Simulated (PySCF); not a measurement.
# C8H8FN: the cost of one run

Computed with PySCF 2.14.0 and routines of our own; the level stands in each step. Atoms count from 0.

## 1. The starting structure

18 atoms, charge 0, multiplicity 1; geometry from: GFN2-xTB.

## 2. Magnetic properties: GIAO B3LYP/pcSseg-1

The job: settings as JSON, then the geometry in Å.

```
{"job": {"kind": "mag", "xc": "B3LYP", "basis": "pcSseg-1", "isotopologues": 0}, "charge": 0, "multiplicity": 1}
F      4.296435     0.757501    -0.614801
C      3.452877    -0.128963     0.000810
C      2.030685     0.178067    -0.338804
N      1.098095    -0.517929     0.137673
C     -0.242882    -0.252289    -0.088226
C     -0.774092     1.034972    -0.002304
C     -2.132340     1.235439    -0.159347
C     -2.972317     0.164728    -0.415090
C     -2.449522    -1.116612    -0.497019
C     -1.096886    -1.330415    -0.322818
H      3.731026    -1.132945    -0.339585
H      3.628201    -0.053273     1.079937
H      1.890451     1.017237    -1.030733
H     -0.119249     1.866977     0.215093
H     -2.536067     2.234545    -0.083935
H     -4.031869     0.326943    -0.543595
H     -3.103130    -1.954656    -0.689433
H     -0.678177    -2.323010    -0.386126
```

Method: GIAO B3LYP/pcSseg-1 magnetisability, rotational g tensor and spin-rotation constants, non-relativistic, gas phase.

Started as:

```
$ OMP_NUM_THREADS=1 python excited_run.py task.json out
```

One launch serves the whole session: the jobs run in the order shown.

Q: Estimate the wall time and peak memory of this first job on 1 thread of Arm Neoverse V1, shared host.

About 41 s, with a peak of 0.94 GiB.
